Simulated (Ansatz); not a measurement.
C₃H₅FSi, SMILES FC1C=C[SiH2]1, harmonic frequencies at the relaxed geometry

With Ansatz's Python interface.

Interactive session:
```pycon
>>> import ansatz as az
>>> import numpy as np
>>> BASIS = 'cc-pVDZ'
>>> XC = 'b3lyp'
>>> DISPERSION = 'd3bj'
>>> geometry_ang = [
...     ('F', [-1.7554, -0.1197, -1.2201]),
...     ('C', [-1.09, -0.0861, -0.0838]),
...     ('C', [-0.2673, 1.166, 0.2443]),
...     ('C', [1.0933, 0.6676, 0.2664]),
...     ('Si', [0.5347, -1.0806, -0.2296]),
...     ('H', [-1.6972, -0.4289, 0.7514]),
...     ('H', [-0.5548, 2.1864, 0.4554]),
...     ('H', [2.0261, 1.1286, 0.4555]),
...     ('H', [1.0091, -1.4238, -1.5322]),
...     ('H', [0.7849, -2.0607, 0.8957]),
... ]
>>> mol = az.Crystal.molecule()
>>> for symbol, xyz in geometry_ang:
...     mol = mol.atom(symbol, xyz)
...
>>> model = (
...     mol.calculation()
...     .basis(gaussian=BASIS)
...     .functional(XC, dispersion=DISPERSION)
... )
>>> symbols = [site.symbol for site in mol.cartesian_sites]
>>> start = np.array([site.position_ang for site in mol.cartesian_sites], dtype=float)
>>> def progress(event):
...     if event['event'] == 'relax_step':
...         row = event['data']
...         print(f'step {row["step"]:3d}  E = {row["lagrangian_ev"]:.6f} eV  max force {row["allowed_force_max_ev_ang"]:.4f} eV/A')
...
>>> r = model.relax(force_tolerance=0.003).session().plan().execute(on_event=progress).report
step   1  E = -13785.579482 eV  max force 4.6813 eV/A
step   2  E = -13786.212920 eV  max force 1.5612 eV/A
step   3  E = -13786.269694 eV  max force 0.5795 eV/A
step   4  E = -13786.278939 eV  max force 0.2548 eV/A
step   5  E = -13786.280617 eV  max force 0.0320 eV/A
step   6  E = -13786.280859 eV  max force 0.0235 eV/A
step   7  E = -13786.280900 eV  max force 0.0057 eV/A
step   8  E = -13786.280905 eV  max force 0.0015 eV/A
>>> end = np.array(r['positions_ang'])
>>> print('final positions (A) and the move of each atom')
final positions (A) and the move of each atom
>>> for symbol, xyz, old in zip(symbols, end, start):
...     print(f'{symbol:2s} {xyz[0]:10.5f} {xyz[1]:10.5f} {xyz[2]:10.5f}   {np.linalg.norm(xyz - old):7.4f}')
...
F    -1.83678    0.01502   -1.21613    0.1574
C    -1.06685   -0.10112   -0.05230    0.0419
C    -0.19339    1.10957    0.21766    0.0967
C     1.08536    0.67486    0.29685    0.0323
Si    0.60630   -1.08714   -0.16739    0.0951
H    -1.75405   -0.34037    0.77744    0.1084
H    -0.57353    2.13320    0.33863    0.1297
H     1.95947    1.27707    0.55418    0.1903
H     0.96910   -1.53466   -1.54595    0.1187
H     0.88777   -2.19764    0.80001    0.1962
>>> # frequencies need a stationary point, so they are taken at the relaxed geometry
>>> minimum = az.Crystal.molecule()
>>> for symbol, xyz in zip(symbols, end):
...     minimum = minimum.atom(symbol, xyz.tolist())
...
>>> vibrating = (
...     minimum.calculation()
...     .basis(gaussian=BASIS)
...     .functional(XC, dispersion=DISPERSION)
...     .phonons(temperatures=(100, 500, 100))
... )
>>> vib = vibrating.run(threads=1, pin='off').report['vibrations']
>>> sums = vib['harmonic_sums']
>>> modes = [m['omega_inv_cm'] for m in sums['modes_at_gamma'] if m['rigid_motion'] == 'no']
>>> for number, w in enumerate(modes, start=1):
...     print(f'mode {number:2d} {w:9.1f} 1/cm {w / 8065.544 * 1000:8.2f} meV')
...
mode  1     168.0 1/cm    20.82 meV
mode  2     265.9 1/cm    32.96 meV
mode  3     387.7 1/cm    48.06 meV
mode  4     548.7 1/cm    68.03 meV
mode  5     559.7 1/cm    69.40 meV
mode  6     626.3 1/cm    77.65 meV
mode  7     673.6 1/cm    83.52 meV
mode  8     752.2 1/cm    93.27 meV
mode  9     785.1 1/cm    97.34 meV
mode 10     821.3 1/cm   101.83 meV
mode 11     955.7 1/cm   118.50 meV
mode 12     982.1 1/cm   121.77 meV
mode 13     993.0 1/cm   123.12 meV
mode 14    1026.3 1/cm   127.25 meV
mode 15    1076.4 1/cm   133.46 meV
mode 16    1156.2 1/cm   143.35 meV
mode 17    1281.4 1/cm   158.88 meV
mode 18    1321.8 1/cm   163.88 meV
mode 19    1589.3 1/cm   197.04 meV
mode 20    2180.4 1/cm   270.34 meV
mode 21    2209.7 1/cm   273.96 meV
mode 22    3045.4 1/cm   377.59 meV
mode 23    3120.5 1/cm   386.89 meV
mode 24    3199.0 1/cm   396.63 meV
>>> print('imaginary modes:', sum(w < 0 for w in modes), ' zero-point energy:', round(sums['zero_point_energy_ev'], 4), 'eV')
imaginary modes: 0  zero-point energy: 1.8428 eV
>>> print('T (K)   F_vib (eV)   S_vib (meV/K)   C_vib (meV/K)')
T (K)   F_vib (eV)   S_vib (meV/K)   C_vib (meV/K)
>>> for row in zip(sums['temperatures_k'], sums['vibrational_free_energy_ev'], vib['entropy_ev_per_k'], vib['heat_capacity_ev_per_k']):
...     print(f'{row[0]:6.1f} {row[1]:11.4f} {1000 * row[2]:13.4f} {1000 * row[3]:15.4f}')
...
 100.0      1.8417        0.0406          0.0987
 200.0      1.8316        0.1731          0.3248
 300.0      1.8054        0.3567          0.5996
 400.0      1.7594        0.5640          0.8449
 500.0      1.6925        0.7744          1.0404
```

Caveats:
- Total energies depend on the basis set; only differences at equal settings carry meaning.
- The frequencies are harmonic and unscaled, in a modest basis. The result belongs to the one conformer reached from this start, and soft torsions count as harmonic oscillators.
- b3lyp holds the VWN-RPA fit, as in Gaussian; the form of ORCA and Turbomole is b3lyp5.
- Hardware and time: 4.2 min on 1 thread of Arm Neoverse V1, with other jobs on the host, peak memory 0.28 GiB.

(Lines on the test bed's own set-up are left out of the output.)
